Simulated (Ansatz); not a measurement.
# Si16N: the cost of one run

Method: DFT PBE, plane waves, PAW, scalar-relativistic, collinear spin, in Ansatz 0.2.0.

**1. The starting structure**

The cell holds 17 atoms (NSi16): a = 7.679 Å, b = 7.679 Å, c = 7.679 Å, α = 60.00°, β = 60.00°, γ = 60.00°.

Its coordinates follow in the input file.

**2. Preparing the start**

input.yaml

```yaml
accuracy: low
crystal:
  lattice:
    - [0.0, 5.43, 5.43]
    - [5.43, 0.0, 5.43]
    - [5.43, 5.43, 0.0]
  atoms:
    - { symbol: Si, position: [0.0, 0.0, 0.0] }
    - { symbol: Si, position: [0.125, 0.125, 0.125] }
    - { symbol: Si, position: [0.0, 0.0, 0.5] }
    - { symbol: Si, position: [0.125, 0.125, 0.625] }
    - { symbol: Si, position: [0.0, 0.5, 0.0] }
    - { symbol: Si, position: [0.125, 0.625, 0.125] }
    - { symbol: Si, position: [0.0, 0.5, 0.5] }
    - { symbol: Si, position: [0.125, 0.625, 0.625] }
    - { symbol: Si, position: [0.5, 0.0, 0.0] }
    - { symbol: Si, position: [0.625, 0.125, 0.125] }
    - { symbol: Si, position: [0.5, 0.0, 0.5] }
    - { symbol: Si, position: [0.625, 0.125, 0.625] }
    - { symbol: Si, position: [0.5, 0.5, 0.0] }
    - { symbol: Si, position: [0.625, 0.625, 0.125] }
    - { symbol: Si, position: [0.5, 0.5, 0.5] }
    - { symbol: Si, position: [0.625, 0.625, 0.625] }
    - { symbol: "N", position: [0.3774189, 0.8781451, 0.3656504], spin: 1.0 }
magnetization:
  spin_polarized: true
basis:
  ecutwfc: 420.0
kpoints:
  mp_grid: { grid: [2, 2, 2] }
hamiltonian:
  xc: pbe
  pseudopotentials: { kind: paw, azcp: { folder: soft_1 } }
scf:
  occupations: { method: fermi_dirac, width: 0.02 }
  lower_state_search: "off"
relax:
  f_tol: 0.08
  max_steps: 25
  adjacent_minimum: "off"
output:
  write_density: true
  write_potential: true
  elf: true
  volumetric_format: npy
```

Launch:

```
$ ansatz run input.yaml --threads 1 --pin off --max-ram 3072MiB --backend cpu --events-out ev --progress --plain --runs-dir out
```

What time and memory should one allow on 1 thread of Arm Neoverse V2, shared host?

About 4.1 min, with a peak of 0.67 GiB.
